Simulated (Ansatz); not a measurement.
**HOSeSi− (SMILES O=[Si-][SeH]): one structure at several levels**

The task here is to estimate one member of a computed series from the others.

Method: single points in def2-TZVPPD; program: Ansatz 0.2.0, Gaussian basis.

Cores are frozen in the correlated methods. Filled d shells of the heavier atoms are correlated.

## The system as given

SMILES `O=[Si-][SeH]`, 4 atoms, charge -1, spin multiplicity 1.

Atoms are counted from 1 here; the program's logs count them from 0.

Bond lengths: O1–Si2 1.397 Å, Se3–H4 1.369 Å.

Geometry (Å):

```
atom    x (Å)    y (Å)    z (Å)
  O1  -1.2110   0.5498   1.2150
 Si2  -1.2945  -0.4376   0.2302
 Se3   1.1125  -0.5570  -1.1213
  H4   1.3532   0.5557  -0.3612
```

Set-up of the first run:

File run/in.yaml:

```yaml
crystal:
  periodic: [false, false, false]
  atoms:
    - {symbol: O, position_ang: [-1.211000, 0.549800, 1.215000]}
    - {symbol: Si, position_ang: [-1.294500, -0.437600, 0.230200]}
    - {symbol: Se, position_ang: [1.112500, -0.557000, -1.121300]}
    - {symbol: H, position_ang: [1.353200, 0.555700, -0.361200]}
basis:
  gaussian: {orbitals: "def2-TZVPPD.json"}
total_charge: -1
correlation: {method: ccsd_t}
output: {forces: true}
```

The basis file named in the input lies beside it (Basis Set Exchange, JSON).

No record of the launch command was kept for these runs.

Steps of the session up to this table: CCSD(T)/def2-TZVPPD; PBE0-D4/def2-TZVPPD; wB97M-V/def2-TZVPPD; r2SCAN-D4/def2-TZVPPD; PBE-D4/def2-TZVPPD; r2SCAN0-D4/def2-TZVPPD; BLYP-D4/def2-TZVPPD.

One of the session's tables, all rows but one given; the rest of the session is left out.

```
    method  RMS force component (eV/Å)  angle to CCSD(T) forces (°)
   CCSD(T)                       4.859                    reference
   PBE0-D4                       4.602                          1.3
   wB97M-V                           ?                            ?
 r2SCAN-D4                       4.725                          0.6
    PBE-D4                       5.016                          1.3
r2SCAN0-D4                       4.426                          0.9
   BLYP-D4                       5.030                          1.7
```

Q: Estimate the row for wB97M-V from the others.

As computed: RMS force component (eV/Å): 4.591; angle to CCSD(T) forces (°): 0.9. In the column «RMS force component (eV/Å)» it lies between r2SCAN0-D4 (4.426) and PBE0-D4 (4.602).
